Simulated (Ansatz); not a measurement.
# TiSi2: the cost of one run

Method: DFT LDA, scalar-relativistic, plane waves, PAW, in Ansatz 0.2.0.

18 further runs of the same task are left out: 1 that didn't finish, 17 set aside as unsound or not needed.

## 1. The starting structure

The structure is orthorhombic, space group Immm (No. 71). Conventional cell: a = 2.908 Å, b = 3.370 Å, c = 8.275 Å, α = 90.00°, β = 90.00°, γ = 90.00°. Ti (site symmetry mmm) is surrounded by 10 Si at 2.63 to 2.74 Å and 2 Ti at 2.91 Å. Around Si (site symmetry mm2) lie 7 Si at 2.60 to 2.91 Å and 5 Ti at 2.63 to 2.74 Å.

Coordinates:

```cif
data_structure
_symmetry_space_group_name_H-M 'P 1'
_symmetry_Int_Tables_number 1
_cell_length_a 4.6982
_cell_length_b 4.6982
_cell_length_c 4.6982
_cell_angle_alpha 143.942
_cell_angle_beta 137.960
_cell_angle_gamma 56.557
_cell_volume 40.56
loop_
_atom_site_label
_atom_site_type_symbol
_atom_site_fract_x
_atom_site_fract_y
_atom_site_fract_z
_atom_site_occupancy
Ti1 Ti 0.00000 0.00000 0.00000 1
Si1 Si 0.33093 0.33093 0.00000 1
Si2 Si 0.66907 0.66907 0.00000 1
```

It goes back to an entry of the Materials Project, which need not be the stable form.

It is the result of an earlier relaxation at this level (volume 13.52 Å³/atom; gap on the mesh: none (metal)).

## 2. Plan of the line

Atoms count from 1 in the order of the input.

The energy is mapped over a free internal coordinate and the cell.

- shift of Si2 along [0 0 1], its symmetry partners moved as symmetry demands (measured in the relaxed cell): 7 values from −0.15 to 0.15 Å
- volume per atom at fixed shape: 7 values from 12.44 to 14.60 Å³

Nothing else is relaxed (all other coordinates fixed). Energies count from the relaxed crystal. Points are written as (first, second).

## 3. Point (0.15 Å, 12.44 Å³)

input.yaml reads:

```yaml
crystal:
  lattice:
    - [-1.4142358918, 1.6390264877, 4.0241028366]
    - [1.4142358918, -1.6390264877, 4.0241028366]
    - [1.4142358918, 1.6390264877, -4.0241028366]
  atoms:
    - { symbol: Ti, position: [0.0, 0.0, 0.0] }
    - { symbol: Si, position: [0.3490558154, 0.3490558154, 0.0] }
    - { symbol: Si, position: [0.6509441846, 0.6509441846, 0.0] }
basis:
  ecutwfc: 520.0
kpoints:
  mp_grid: { grid: [18, 18, 18] }
hamiltonian:
  xc: lda
  pseudopotentials: { kind: paw, azcp: { folder: soft_1 } }
scf:
  occupations: { method: gaussian, width: 0.15 }
output:
  forces: true
  stress: true
  eigenvalues: true
  write_density: true
  write_potential: true
  elf: true
  volumetric_format: npy
```

The run is started by

```
> ansatz run input.yaml --threads 2 --pin off --max-ram 4096MiB --backend cpu --events-out ev --progress --plain --runs-dir out
```

**Question.** How long does this run take on 2 threads of Arm Neoverse N1, shared host, and how much memory does it need?

About 46 s, with a peak of 0.75 GiB.
